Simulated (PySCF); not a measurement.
# Tb(NH2)3: other functionals and bases at one geometry

An exercise on one series of results from a longer session: the logs are not shown, and one member is left open.

Program: PySCF 2.14.0. Level of theory: several levels, as the steps say, no spin–orbit coupling. These are calculated values, not measurements.

4 further runs of the same task are left out: 2 for a known fault of the program, 2 that didn't finish.

**Where the work starts**

10 atoms, charge 0, spin multiplicity 1.

Bond lengths: Tb1–N2 2.225 Å, Tb1–N5 2.225 Å, Tb1–N8 2.225 Å, N2–H3 1.032 Å, N2–H4 1.032 Å, N5–H6 1.032 Å, N5–H7 1.032 Å, N8–H9 1.032 Å, N8–H10 1.032 Å. Angles: N2–Tb1–N5 120.0°, N2–Tb1–N8 120.0°, N5–Tb1–N8 120.0°, Tb1–N2–H3 128.2°, Tb1–N2–H4 128.2°, H3–N2–H4 103.6°, Tb1–N5–H6 128.2°, Tb1–N5–H7 128.2°, H6–N5–H7 103.6°, Tb1–N8–H9 128.2°, Tb1–N8–H10 128.2°, H9–N8–H10 103.6°.

Geometry (Å):

```xyz
10
H6N3Tb
Tb    0.0000    0.0000    0.0000
N     2.2253    0.0000    0.0000
H     2.8636    0.0000    0.8105
H     2.8636    0.0000   -0.8105
N    -1.1127    1.9271    0.0000
H    -1.4318    2.4800    0.8105
H    -1.4318    2.4800   -0.8105
N    -1.1126   -1.9272    0.0000
H    -1.4318   -2.4800    0.8105
H    -1.4318   -2.4800   -0.8105
```

Formal oxidation states: Tb +3. Each metal's 8 4f electrons lie in its core potential, so multiplicities, spins and levels count the valence alone. An earlier session relaxed this geometry at BP86, Tb lcecp-1-SVP with ECP54, N def2-SVP, H def2-SVP (singlet, point group D3h). Its vibrations showed it to be a saddle point, relaxed within its symmetry.

At BP86 on the finer grid: E = -204.353452 Eh, HOMO -4.16 eV, LUMO -2.27 eV, Mulliken charge on Tb1 +0.86 e, largest force component 0.006 eV/Å. 

Levels to run: HF; revPBE; TPSSh; CAM-B3LYP. Hardware: 2 threads of Intel Xeon at 2.50GHz (Skylake/Cascade Lake), shared host.

Set-up of the first run:

run.py (the lines that set the calculation) reads:

```python
mol = gto.M(atom='''
Tb     0.00000     0.00000     0.00000
N      2.22529     0.00002     0.00000
H      2.86362     0.00003     0.81053
H      2.86362     0.00003    -0.81053
N     -1.11267     1.92715     0.00000
H     -1.43184     2.47996     0.81053
H     -1.43184     2.47996    -0.81053
N     -1.11263    -1.92717     0.00000
H     -1.43179    -2.47999     0.81053
H     -1.43179    -2.47999    -0.81053''',
    basis={'Tb': 'lcecp-1-SVP', 'N': 'def2-SVP', 'H': 'def2-SVP'},
    ecp={'Tb': 'lcecp-1-SVP'},
    charge=0, spin=0)
mf = scf.RHF(mol)
mf = mf.density_fit()  # fitting sets: Tb AutoAux, N def2-universal-JKFIT, H def2-universal-JKFIT
mf.conv_tol = 1e-08; mf.max_cycle = 55
mf.kernel(dm0)  # dm0: the density of the relaxed state
```

Launch:

```
$ OMP_NUM_THREADS=2 python run.py
```

Steps of the session up to this table: HF; revPBE; TPSSh; CAM-B3LYP.

One table of the session follows, with a row left open; its other results are not shown here.

| level | HOMO (eV) | gap (eV) | charge on Tb1 (e) | largest force component (eV/Å) |
| --- | --- | --- | --- | --- |
| BP86 (relaxed here) | -4.16 | 1.88 | 0.86 | 0.01 |
| HF | -8.86 | 9.35 | 1.49 | 1.59 |
| revPBE | -4.01 | 1.63 | 0.89 | 0.12 |
| TPSSh | -4.67 | 2.71 | 1.03 | 0.32 |
| CAM-B3LYP | ? | ? | ? | ? |

Q: Estimate the row for CAM-B3LYP from the others.

As computed: HOMO (eV): -6.80; gap (eV): 5.77; charge on Tb1 (e): 1.02; largest force component (eV/Å): 0.45. In the column «HOMO (eV)» it lies between HF (-8.86) and TPSSh (-4.67).

In one basis the HOMO–LUMO gap runs from 1.63 eV (revPBE) to 9.35 eV (HF). The largest leftover force, 1.59 eV/Å with HF, stands at a geometry relaxed at another level. With 4f in the core, its levels are missing from HOMO and gap, and its count is fixed, so no charge can pass from the ligands into it. Total energies of different levels can't be compared.
